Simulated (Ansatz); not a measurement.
Crystal: TaTl.

```
Ta Tl
1.0
     3.62212    0.00000    0.00000
     0.00000    3.62212    0.00000
     0.00000    0.00000    3.62212
Ta Tl
1 1
Direct
  0.00000 0.00000 0.00000
  0.50000 0.50000 0.50000
```

The cell was built by a generator and needn't be a form met in nature.

| Item | Value |
| --- | --- |
| Program | Ansatz 0.2.0 |
| Task | relaxation of cell and atoms |
| Functional | PBE |
| Potentials or basis | Ansatz PAW |
| Cutoff | 420 eV (not typed: the program's choice for these potentials) |
| k mesh | 7 × 7 × 7 |
| Occupations | fermi-dirac, width 0.05 eV |
| Spin | no spin polarisation |

At the start: volume 23.76 Å³/atom.

Q: How do energy, volume and symmetry change on relaxing?

A: It ends after 5 steps and the volume is 20.29 Å³/atom (-14.6 %); space group Pm-3m (No. 221, to 0.05 Å).

The path:
```tsv
step	energy change (eV)	largest force (eV/Å)	volume (Å³)
1	0.0000	0.0000	47.52
2	-0.3489	0.0000	40.90
3	-0.3499	0.0000	40.45
4	-0.3501	0.0000	40.58
5	-0.3484	0.0000	40.58
```

Final structure:
```yaml
crystal:
  lattice:
    - [3.43638, 0.00000, 0.00000]
    - [0.00000, 3.43638, 0.00000]
    - [0.00000, 0.00000, 3.43638]
  atoms:
    - { symbol: Ta, position: [0.00000, 0.00000, 0.00000] }
    - { symbol: Tl, position: [0.50000, 0.50000, 0.50000] }
```

Caveat: the plane-wave basis is chosen anew once the cell has moved, so the energies of steps on either side of that aren't comparable.
